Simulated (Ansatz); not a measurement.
# PdI (rocksalt type): the cost of one run

Method: DFT, LDA, all-electron LAPW, scalar-relativistic, in Ansatz 0.2.0.

## Step 1: The system as given

It takes space group Fm-3m (No. 225, cubic). The conventional cell has a = 5.433 Å, b = 5.433 Å, c = 5.433 Å, α = 90.00°, β = 90.00°, γ = 90.00°. Pd (site symmetry m-3m) has 6 I at 2.72 Å in its first shell of neighbours. I (site symmetry m-3m) has 6 Pd at 2.72 Å in its first shell of neighbours.

As a file:

```
CELL_PARAMETERS angstrom
0.00000 2.71626 2.71626
2.71626 0.00000 2.71626
2.71626 2.71626 0.00000
ATOMIC_POSITIONS crystal
Pd 0.00000 0.00000 0.00000
I 0.50000 0.50000 0.50000
```

Atoms are numbered in the order of the input: Pd1, I2.

## Step 2: Rocksalt relaxed under pressure, LAPW

input.yaml

```yaml
crystal:
  lattice:
    - [0.0, 2.7162568232, 2.7162568232]
    - [2.7162568232, 0.0, 2.7162568232]
    - [2.7162568232, 2.7162568232, 0.0]
  atoms:
    - { symbol: Pd, position: [0.0, 0.0, 0.0] }
    - { symbol: I, position: [0.5, 0.5, 0.5] }
kpoints:
  mp_grid: { grid: [13, 13, 13] }
scf:
  occupations: { method: fermi_dirac, width: 0.1 }
hamiltonian:
  xc: lda
  pseudopotentials: { kind: all_electron, lapw: { basis_error: 0.0005 } }
output:
  forces: true
  stress: true
  eigenvalues: true
relax:
  f_tol: 0.005
  max_steps: 12
  cell: { p_target: 9.1, stress_tol: 0.03 }
```

On the command line:

```bash
$ ansatz run input.yaml --threads 1 --pin off --max-ram 3584MiB --backend cpu --events-out ev --progress --plain --runs-dir out
```

Q: Estimate wall time and peak memory on 1 thread of Intel Xeon 6975P-C (Granite Rapids), shared host.

About 24 s, with a peak of 0.61 GiB.
